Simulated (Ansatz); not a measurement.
# BH7NSbSi: up Jacob's ladder to CCSD(T)

The task here is to estimate one member of a computed series from the others.

Program: Ansatz 0.2.0, Gaussian basis. Level of theory: functionals in def2-TZVPP, the program's frozen cores in correlated methods. These are calculated values, not measurements.

Plan: LDA (SPW92), PBE-D4, revPBE-D4, BLYP-D4, r2SCAN-D4, B97M-V, PBE0-D4, B3LYP-D4, r2SCANh-D4, r2SCAN0-D4, HSE06-D4, BHLYP-D4, CAM-B3LYP-D4, LC-ωPBE, ωB97X-V, ωB97M-V, B2PLYP, PBE-QIDH; CCSD(T)/def2-SVP; CCSD(T)/def2-TZVPP; MP2/def2-QZVPP; extrapolation to the limit; RPA on PBE.

## Structure used throughout

An earlier PBE0-D4 in a triple-zeta def2 set relaxation fixed the geometry. Sb takes the def2 core potential; no spin-orbit term is included.

11 atoms, charge 0, spin multiplicity 1.

Atoms are counted from 1 here; the program's logs count them from 0.

Bond lengths: N1–B2 1.386 Å, N1–H5 1.008 Å, N1–H6 1.009 Å, B2–Si3 2.016 Å, B2–Sb4 2.260 Å, Si3–H7 1.491 Å, Si3–H8 1.490 Å, Si3–H9 1.495 Å, Sb4–H10 1.706 Å, Sb4–H11 1.713 Å. Angles: B2–N1–H5 124.0°, B2–N1–H6 122.9°, H5–N1–H6 113.1°, N1–B2–Si3 120.3°, N1–B2–Sb4 119.4°, Si3–B2–Sb4 120.2°, B2–Si3–H7 111.0°, B2–Si3–H8 110.7°, B2–Si3–H9 112.1°, H7–Si3–H8 107.2°, H7–Si3–H9 107.8°, H8–Si3–H9 107.8°, B2–Sb4–H10 92.6°, B2–Sb4–H11 93.7°, H10–Sb4–H11 92.3°.

The first run:

in.yaml

```yaml
crystal:
  periodic: [false, false, false]
  atoms:
    - {symbol: N, position_ang: [-1.055718, 1.225734, -0.187145]}
    - {symbol: B, position_ang: [-0.032630, 0.291701, -0.154408]}
    - {symbol: Si, position_ang: [0.561081, -0.504934, 1.599746]}
    - {symbol: Sb, position_ang: [1.043004, -0.244298, -2.068547]}
    - {symbol: H, position_ang: [-1.413188, 1.640069, -1.033730]}
    - {symbol: H, position_ang: [-1.535112, 1.543161, 0.641601]}
    - {symbol: H, position_ang: [2.019214, -0.287442, 1.819670]}
    - {symbol: H, position_ang: [0.326559, -1.976361, 1.615184]}
    - {symbol: H, position_ang: [-0.169653, 0.086244, 2.762284]}
    - {symbol: H, position_ang: [0.645394, -1.897019, -1.920227]}
    - {symbol: H, position_ang: [-0.323549, 0.066245, -3.053728]}
basis:
  gaussian: {orbitals: def2-TZVPP}
hamiltonian: {xc: lda}
output: {orbitals: {seedname: orbitals}}
```

Steps of the session up to this table: LDA; PBE-D4 (GGA); revPBE-D4 (GGA); BLYP-D4 (GGA); r2SCAN-D4 (meta-GGA); B97M-V (meta-GGA); PBE0-D4 (hybrid); B3LYP-D4 (hybrid); r2SCANh-D4 (hybrid); r2SCAN0-D4 (hybrid); HSE06-D4 (hybrid); BHLYP-D4 (hybrid); CAM-B3LYP-D4 (range-separated); LC-ωPBE (range-separated); ωB97X-V (range-separated); ωB97M-V (range-separated); B2PLYP (double hybrid); PBE-QIDH (double hybrid).

One of the session's tables, all rows but one given; the rest of the session is left out.

It belongs to the step «Orbital energies across the functionals». 

```
  functional  HOMO (eV)  gap (eV)
 LDA (SPW92)      -5.82      3.82
      PBE-D4          ?         ?
   revPBE-D4      -5.63      3.89
     BLYP-D4      -5.53      3.90
   r2SCAN-D4      -5.89      4.27
      B97M-V      -5.90      4.23
     PBE0-D4      -6.66      5.73
    B3LYP-D4      -6.48      5.39
  r2SCANh-D4      -6.25      4.95
  r2SCAN0-D4      -6.80      5.98
    HSE06-D4      -6.27      4.97
    BHLYP-D4      -7.52      7.61
CAM-B3LYP-D4      -7.86      8.07
     LC-ωPBE      -9.10     10.37
     ωB97X-V      -8.79      9.99
     ωB97M-V      -8.67      9.67
```

Estimate the missing values for PBE-D4.

**Answer.** HOMO (eV): -5.68; gap (eV): 3.86. In the column «HOMO (eV)» it lies between LDA (SPW92) (-5.82) and revPBE-D4 (-5.63).
